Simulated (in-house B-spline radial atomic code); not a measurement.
**Ir¹⁰⁺: ionisation energy by several methods**

The task here is to estimate one member of a computed series from the others.

Program: in-house B-spline radial atomic code version 1. Level of theory: scalar-relativistic (X2C), several functionals, spin-polarised; spherical all-electron atom at the radial basis limit. These are calculated values, not measurements, unless marked.

## The atom as given

| Item | Value |
| --- | --- |
| element | iridium (Z = 77) |
| charge | +10 |
| electrons | 67 |
| configuration | [Kr] 4d10 4f14 5s2 5p5 |
| nucleus | Fermi, rms radius 5.403 fm |

The outer shells:

[Kr] 4d10 4f14 5s2 5p5
```
[Kr] core
4d [↑↓][↑↓][↑↓][↑↓][↑↓]
4f [↑↓][↑↓][↑↓][↑↓][↑↓][↑↓][↑↓]
5s [↑↓]
5p [↑↓][↑↓][↑ ]
```

Where spins are not typed, each open shell is filled with up spins first.

Set-up of the first run:

The run's settings:

```ini
Z = 77
electrons = 67.0
configuration = [Kr] 4d10 4f14 5s2 5p5
hamiltonian = x2c
method = pbe,pbe
spin_polarised = True
nucleus = fermi
rms_radius = 5.4032
mass_number = 193
atomic_mass = 192.962923753
speed_of_light = 137.035999084
```

Among the steps run: PBE, a GGA; SCAN, a meta-GGA; OLYP, a GGA; AM05, a GGA.

One table of the session follows, with a row left open; its other results are not shown here.

```
method  ΔSCF (eV)
   PBE     218.07
  OLYP          ?
  AM05     218.29
  SCAN     219.01
```

Q: Estimate the row for OLYP from the others.

**Answer.** ΔSCF (eV): 218.25. In the column «ΔSCF (eV)» it lies between PBE (218.07) and AM05 (218.29).

Caveats from the session: Meta-GGA runs start from a PBE run whose iterations are not counted.
